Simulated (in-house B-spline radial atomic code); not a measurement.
**Ti¹⁵⁺: excited configurations in jj coupling**

Aim: the energies of several excited configurations of Ti¹⁵⁺ above a reference configuration, each from its own self-consistent run.

Method: Dirac-Hartree-Fock, average of configuration, Fermi nucleus, basis-set limit. Code: in-house B-spline radial atomic code version 1.

**1. The system**

* element: titanium (Z = 22)
* charge: +15
* electrons: 7
* configuration: 1s2 2s2 2p-2 2p+1
* Hamiltonian: Dirac-Coulomb
* nucleus: Fermi, rms radius 3.592 fm

In configurations, a minus sign after the shell means j = l − 1/2 and a plus sign j = l + 1/2; the count of electrons follows.

Settings of the run:

```ini
Z = 22
electrons = 7.0
configuration = 1s2 2s2 2p-2 2p+1
hamiltonian = dirac
method = hf
spin_polarised = False
nucleus = fermi
rms_radius = 3.5921
mass_number = 48
atomic_mass = 47.947940677
speed_of_light = 137.035999084
```

From the earlier run of the reference: total energy -699.452933 hartree. Levels, eight at most:

| orbital | occupation | energy (eV) | <r> (bohr) |
| --- | --- | --- | --- |
| 1s1/2 | 2 | -5667.68 | 0.06921 |
| 2s1/2 | 2 | -1106.70 | 0.3040 |
| 2p1/2 | 2 | -1040.45 | 0.2635 |
| 2p3/2 | 1 | -1037.87 | 0.2654 |

**2. Configuration 1s2 2s1 2p+3 4d+1**

Changes to the settings of step 1:

```diff
@@ -2,3 +2,3 @@
 electrons = 7.0
-configuration = 1s2 2s2 2p-2 2p+1
+configuration = 1s2 2s1 2p+3 4d+1
 hamiltonian = dirac
```

Results of the run (chosen fields of its result record, rounded):

```text
{
  "status": "converged",
  "iterations": 7,
  "energy [hartree]": {"total": -666.507013109, "kinetic": 673.68784254, "nuclear": -1414.15590572, "coulomb": 93.6038620196, "exact_exchange": -19.6428119458},
  "breit [hartree]": {"gaunt": 0.1996239, "retardation": -0.01304931, "frequency_dependence": -0.0003924567},
  "qed [hartree]": {"self_energy": 0.1820671, "uehling": -0.01407589, "wichmann_kroll": 6.228069e-05},
  "recoil [hartree]": 0.006617418,
  "total_with_corrections [hartree]": -666.146160028,
  "orbitals [hartree, bohr; first row names the columns]": [
    ["name", "occ", "eps", "<r>"],
    ["1s1/2", 2.0, -211.07603, 0.0692],
    ["2s1/2", 1.0, -42.629587, 0.29982],
    ["2p3/2", 3.0, -39.857321, 0.26123],
    ["4d5/2", 1.0, -8.1923552, 1.2761]
  ],
  "sum_r [bohr^k]": {"-1": 64.27989, "1": 2.498045, "2": 2.230376},
  "energy_minus_base [hartree]": 32.9459194,
  "energy_minus_base_with_corrections [hartree]": 32.9079707
}
```

It took 0.41 s on 1 thread, shared host.

energy_minus_base is the energy less that of the reference run.

**3. Configuration 1s2 2s1 2p-2 2p+1 5s1**

Changes to the settings of step 2:

```diff
@@ -2,3 +2,3 @@
 electrons = 7.0
-configuration = 1s2 2s1 2p+3 4d+1
+configuration = 1s2 2s1 2p-2 2p+1 5s1
 hamiltonian = dirac
```

From the record:

```text
{
  "status": "converged",
  "iterations": 12,
  "energy [hartree]": {"total": -664.382695642, "kinetic": 672.635391707, "nuclear": -1408.90980617, "coulomb": 91.5213923426, "exact_exchange": -19.6296735258},
  "breit [hartree]": {"gaunt": 0.2185006, "retardation": -0.01297335, "frequency_dependence": -0.0001524664},
  "qed [hartree]": {"self_energy": 0.1812723, "uehling": -0.01411272, "wichmann_kroll": 6.244442e-05},
  "recoil [hartree]": 0.00660322,
  "total_with_corrections [hartree]": -664.003495622,
  "orbitals [hartree, bohr; first row names the columns]": [
    ["name", "occ", "eps", "<r>"],
    ["1s1/2", 2.0, -211.37806, 0.06921],
    ["2s1/2", 1.0, -42.874478, 0.303],
    ["2p1/2", 2.0, -40.426391, 0.25911],
    ["2p3/2", 1.0, -40.324583, 0.2609],
    ["5s1/2", 1.0, -5.6830182, 2.159]
  ],
  "sum_r [bohr^k]": {"-1": 64.04143, "1": 3.379538, "2": 5.597645},
  "energy_minus_base [hartree]": 35.0702369,
  "energy_minus_base_with_corrections [hartree]": 35.0506351
}
```

Wall time 0.74 s (1 thread, shared host).

**4. Configuration 1s2 2s1 2p-2 2p+1 6d-1**

Changes to the settings of step 3:

```diff
@@ -2,3 +2,3 @@
 electrons = 7.0
-configuration = 1s2 2s1 2p-2 2p+1 5s1
+configuration = 1s2 2s1 2p-2 2p+1 6d-1
 hamiltonian = dirac
```

From the record:

```text
{
  "status": "converged",
  "iterations": 7,
  "energy [hartree]": {"total": -662.442403258, "kinetic": 670.660565618, "nuclear": -1404.00168232, "coulomb": 90.5175603049, "exact_exchange": -19.6188468608},
  "breit [hartree]": {"gaunt": 0.218099, "retardation": -0.01294646, "frequency_dependence": -0.0001531897},
  "qed [hartree]": {"self_energy": 0.1808278, "uehling": -0.01408076, "wichmann_kroll": 6.230339e-05},
  "recoil [hartree]": 0.006574252,
  "total_with_corrections [hartree]": -662.064020237,
  "orbitals [hartree, bohr; first row names the columns]": [
    ["name", "occ", "eps", "<r>"],
    ["1s1/2", 2.0, -211.5601, 0.069208],
    ["2s1/2", 1.0, -43.14795, 0.29966],
    ["2p1/2", 2.0, -40.588966, 0.25906],
    ["2p3/2", 1.0, -40.481883, 0.26085],
    ["6d3/2", 1.0, -3.6157168, 3.131]
  ],
  "sum_r [bohr^k]": {"-1": 63.81834, "1": 4.348039, "2": 11.42558},
  "energy_minus_base [hartree]": 37.0105292,
  "energy_minus_base_with_corrections [hartree]": 36.9901105
}
```

Run time: 0.6 s. Hardware: 1 thread, shared host.

**5. Configuration 1s2 2s2 2p-1 2p+1 6s1**

Changes to the settings of step 4:

```diff
@@ -2,3 +2,3 @@
 electrons = 7.0
-configuration = 1s2 2s1 2p-2 2p+1 6d-1
+configuration = 1s2 2s2 2p-1 2p+1 6s1
 hamiltonian = dirac
```

From the record:

```text
{
  "status": "converged",
  "iterations": 7,
  "energy [hartree]": {"total": -665.086900844, "kinetic": 673.429296486, "nuclear": -1407.29514478, "coulomb": 88.1840586332, "exact_exchange": -19.4051111876},
  "breit [hartree]": {"gaunt": 0.204915, "retardation": -0.01054619, "frequency_dependence": -0.0001213978},
  "qed [hartree]": {"self_energy": 0.1908979, "uehling": -0.01479874, "wichmann_kroll": 6.547025e-05},
  "recoil [hartree]": 0.006939774,
  "total_with_corrections [hartree]": -664.709549103,
  "orbitals [hartree, bohr; first row names the columns]": [
    ["name", "occ", "eps", "<r>"],
    ["1s1/2", 2.0, -212.13818, 0.069101],
    ["2s1/2", 2.0, -43.044946, 0.29944],
    ["2p1/2", 1.0, -41.20365, 0.25757],
    ["2p3/2", 1.0, -40.929951, 0.2597],
    ["6s1/2", 1.0, -3.8080969, 3.1533]
  ],
  "sum_r [bohr^k]": {"-1": 63.96804, "1": 4.407697, "2": 11.4916},
  "energy_minus_base [hartree]": 34.3660317,
  "energy_minus_base_with_corrections [hartree]": 34.3445816
}
```

Run time: 0.6 s. Hardware: 1 thread, shared host.

**6. Configuration 1s2 2s1 2p+3 3d+1**

Changes to the settings of step 5:

```diff
@@ -2,3 +2,3 @@
 electrons = 7.0
-configuration = 1s2 2s2 2p-1 2p+1 6s1
+configuration = 1s2 2s1 2p+3 3d+1
 hamiltonian = dirac
```

From the record:

```text
{
  "status": "converged",
  "iterations": 7,
  "energy [hartree]": {"total": -672.989827346, "kinetic": 680.169847286, "nuclear": -1431.75506559, "coulomb": 98.3728855832, "exact_exchange": -19.7774946284},
  "breit [hartree]": {"gaunt": 0.2003779, "retardation": -0.01328835, "frequency_dependence": -0.0003917339},
  "qed [hartree]": {"self_energy": 0.1820392, "uehling": -0.01407326, "wichmann_kroll": 6.226905e-05},
  "recoil [hartree]": 0.006621288,
  "total_with_corrections [hartree]": -672.628479971,
  "orbitals [hartree, bohr; first row names the columns]": [
    ["name", "occ", "eps", "<r>"],
    ["1s1/2", 2.0, -210.26968, 0.069199],
    ["2s1/2", 1.0, -41.876528, 0.3005],
    ["2p3/2", 3.0, -39.100269, 0.26203],
    ["3d5/2", 1.0, -14.677738, 0.62593]
  ],
  "sum_r [bohr^k]": {"-1": 65.07985, "1": 1.850929, "2": 0.8188987},
  "energy_minus_base [hartree]": 26.4631052,
  "energy_minus_base_with_corrections [hartree]": 26.4256508
}
```

It took 0.28 s on 1 thread, shared host.

**7. Run with 1s2 2s2 2p+3**

Changes to the settings of step 6:

```diff
@@ -2,3 +2,3 @@
 electrons = 7.0
-configuration = 1s2 2s1 2p+3 3d+1
+configuration = 1s2 2s2 2p+3
 hamiltonian = dirac
```

From the record:

```text
{
  "status": "converged",
  "iterations": 7,
  "energy [hartree]": {"total": -698.961194624, "kinetic": 706.787656282, "nuclear": -1492.4248008, "coulomb": 110.399207596, "exact_exchange": -23.7232577058},
  "breit [hartree]": {"gaunt": 0.2136427, "retardation": -0.01373676, "frequency_dependence": -0.0003616418},
  "qed [hartree]": {"self_energy": 0.1907405, "uehling": -0.01471348, "wichmann_kroll": 6.509559e-05},
  "recoil [hartree]": 0.007044306,
  "total_with_corrections [hartree]": -698.578513898,
  "orbitals [hartree, bohr; first row names the columns]": [
    ["name", "occ", "eps", "<r>"],
    ["1s1/2", 2.0, -208.36606, 0.069202],
    ["2s1/2", 2.0, -40.690702, 0.30387],
    ["2p3/2", 3.0, -38.057239, 0.26548]
  ],
  "sum_r [bohr^k]": {"-1": 67.83757, "1": 1.542588, "2": 0.4859501},
  "energy_minus_base [hartree]": 0.491737877,
  "energy_minus_base_with_corrections [hartree]": 0.475616852
}
```

Run time: 0.14 s. Hardware: 1 thread, shared host.

**8. 1s2 2s2 2p-1 2p+2**

Changes to the settings of step 7:

```diff
@@ -2,3 +2,3 @@
 electrons = 7.0
-configuration = 1s2 2s2 2p+3
+configuration = 1s2 2s2 2p-1 2p+2
 hamiltonian = dirac
```

From the record:

```text
{
  "status": "converged",
  "iterations": 8,
  "energy [hartree]": {"total": -699.316013548, "kinetic": 707.641314229, "nuclear": -1493.67292094, "coulomb": 108.262133339, "exact_exchange": -21.5465401777},
  "breit [hartree]": {"gaunt": 0.2196378, "retardation": -0.01374641, "frequency_dependence": -0.0002470661},
  "qed [hartree]": {"self_energy": 0.190135, "uehling": -0.01471492, "wichmann_kroll": 6.510254e-05},
  "recoil [hartree]": 0.007039869,
  "total_with_corrections [hartree]": -698.927844132,
  "orbitals [hartree, bohr; first row names the columns]": [
    ["name", "occ", "eps", "<r>"],
    ["1s1/2", 2.0, -208.3193, 0.069206],
    ["2s1/2", 2.0, -40.678474, 0.30392],
    ["2p1/2", 1.0, -38.412121, 0.2631],
    ["2p3/2", 2.0, -38.09638, 0.26543]
  ],
  "sum_r [bohr^k]": {"-1": 67.89431, "1": 1.540221, "2": 0.4845255},
  "energy_minus_base [hartree]": 0.136918953,
  "energy_minus_base_with_corrections [hartree]": 0.126286617
}
```

It took 0.25 s on 1 thread, shared host.

**9. The excitation energies**

| net move | configuration | energy above the reference (eV) | with Breit, QED, recoil (eV) | largest <r> (bohr) |
| --- | --- | --- | --- | --- |
| 2p1/2 → 2p3/2 | 1s2 2s2 2p-1 2p+2 | 3.726 | 3.436 | 0.304 |
| 2×2p1/2 → 2×2p3/2 | 1s2 2s2 2p+3 | 13.381 | 12.942 | 0.304 |
| 2×2p1/2, 2s → 2×2p3/2, 3d5/2 | 1s2 2s1 2p+3 3d+1 | 720.10 | 719.08 | 0.626 |
| 2×2p1/2, 2s → 2×2p3/2, 4d5/2 | 1s2 2s1 2p+3 4d+1 | 896.50 | 895.47 | 1.28 |
| 2p1/2 → 6s | 1s2 2s2 2p-1 2p+1 6s1 | 935.15 | 934.56 | 3.15 |
| 2s → 5s | 1s2 2s1 2p-2 2p+1 5s1 | 954.31 | 953.78 | 2.16 |
| 2s → 6d3/2 | 1s2 2s1 2p-2 2p+1 6d-1 | 1007.11 | 1006.55 | 3.13 |

**Reading.** The lowest of them is 2p1/2 → 2p3/2 at 3.726 eV and the highest 2s → 6d3/2 at 1007.11 eV. Two partly filled shells share a symmetry and can mix in the average, which may lower the energy, for: 2s → 5s. These are averages over configurations, without correlation, not spectroscopic levels.
